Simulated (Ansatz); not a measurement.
# Zr (Zr, isolated atom): the cost of one run

Computed with Ansatz 0.2.0 (DFT, plane waves (420 eV) with PBE-made PAW files, scalar-relativistic; functionals as named at each step, unless a step says otherwise).

**1. The system in its box**

A box of 14.0 × 14.4 × 14.8 Å, with unequal sides, keeps the periodic images far apart.

Coordinates:

```
CELL_PARAMETERS angstrom
14.00000 0.00000 0.00000
0.00000 14.40000 0.00000
0.00000 0.00000 14.80000
ATOMIC_POSITIONS crystal
Zr 0.50000 0.50000 0.50000
```

**2. PBE single point**

The run with PBE.

The input, input.yaml:

```yaml
crystal:
  lattice:
    - [14.0, 0.0, 0.0]
    - [0.0, 14.4, 0.0]
    - [0.0, 0.0, 14.8]
  atoms:
    - { symbol: Zr, position: [0.5, 0.5, 0.5], spin: 4.0 }
  symmetry: { detect: false, time_reversal: true }
hamiltonian:
  xc: pbe
  pseudopotentials:
    kind: paw
    azcp:
      Zr: "pseudopotentials/Zr.paw.azcp"
basis:
  ecutwfc: 420
  fft_grid_basis: typed
kpoints:
  mp_grid: { grid: [1, 1, 1], shift: [0, 0, 0] }
magnetization:
  spin_polarized: true
scf:
  occupations: { method: fermi_dirac, width: 0.01 }
output:
  write_density: true
  write_potential: true
  elf: true
  volumetric_format: npy
```

On the command line:

```bash
$ ansatz run input.yaml --threads 4 --pin off --max-ram 10240MiB --backend cpu --events-out ev --progress --plain --runs-dir out
```

Q: Estimate wall time and peak memory on 4 threads of Arm Neoverse V1, shared host.

About 1.9 min, with a peak of 1.6 GiB.
